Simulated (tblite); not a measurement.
# C3H10N2Si: the cost of one run

Programs: tblite 0.8.0 and PySCF 2.14.0, with density-fitted response routines of our own. Each step states its level of theory. These are calculated values for one molecule in the gas phase, unless marked as measured. Atoms are numbered from 0 throughout.

## Step 1: The starting structure

16 atoms, charge 0, multiplicity 1; geometry from: force field or distance geometry start.

Bonds of the start (Å): C0–N1 1.28, N1–Si2 1.75, Si2–C3 1.90, C3–N4 1.46, N4–C5 1.46, C0–H6 1.11, C0–H7 1.11, Si2–H8 1.48, Si2–H9 1.48, C3–H10 1.10, C3–H11 1.11, N4–H12 1.03, C5–H13 1.09, C5–H14 1.08, C5–H15 1.09.

## Step 2: Relaxing the molecule with GFN2-xTB

The job: settings as JSON, then the geometry in Å.

```
{"job": {"kind": "relax", "xc": "GFN2-xTB", "basis": "xTB"}, "charge": 0, "multiplicity": 1}
C      2.392300     1.274900    -0.358500
N      2.015700     0.453700     0.549400
Si     1.392800    -1.083600    -0.005700
C     -0.494700    -0.940000     0.115100
N     -0.990400     0.321400    -0.435700
C     -2.442100     0.419500    -0.309200
H      2.319400     1.100900    -1.451000
H      2.801300     2.261400    -0.055600
H      1.917800    -2.171500     0.849000
H      1.825500    -1.283700    -1.407600
H     -0.943800    -1.798200    -0.406900
H     -0.774800    -1.020800     1.183400
H     -0.560500     1.092700     0.088300
H     -2.740700     0.387600     0.741000
H     -2.943200    -0.376000    -0.850300
H     -2.782400     1.370800    -0.717100
```

The run is started by

```sh
$ OMP_NUM_THREADS=1 python probes_run.py task.json out
```

One launch serves the whole session: the jobs run in the order shown.

Q: Estimate the wall time and peak memory of this first job on 1 thread of Arm Neoverse N1, shared host.

About 1.1 s, with a peak of 0.18 GiB.
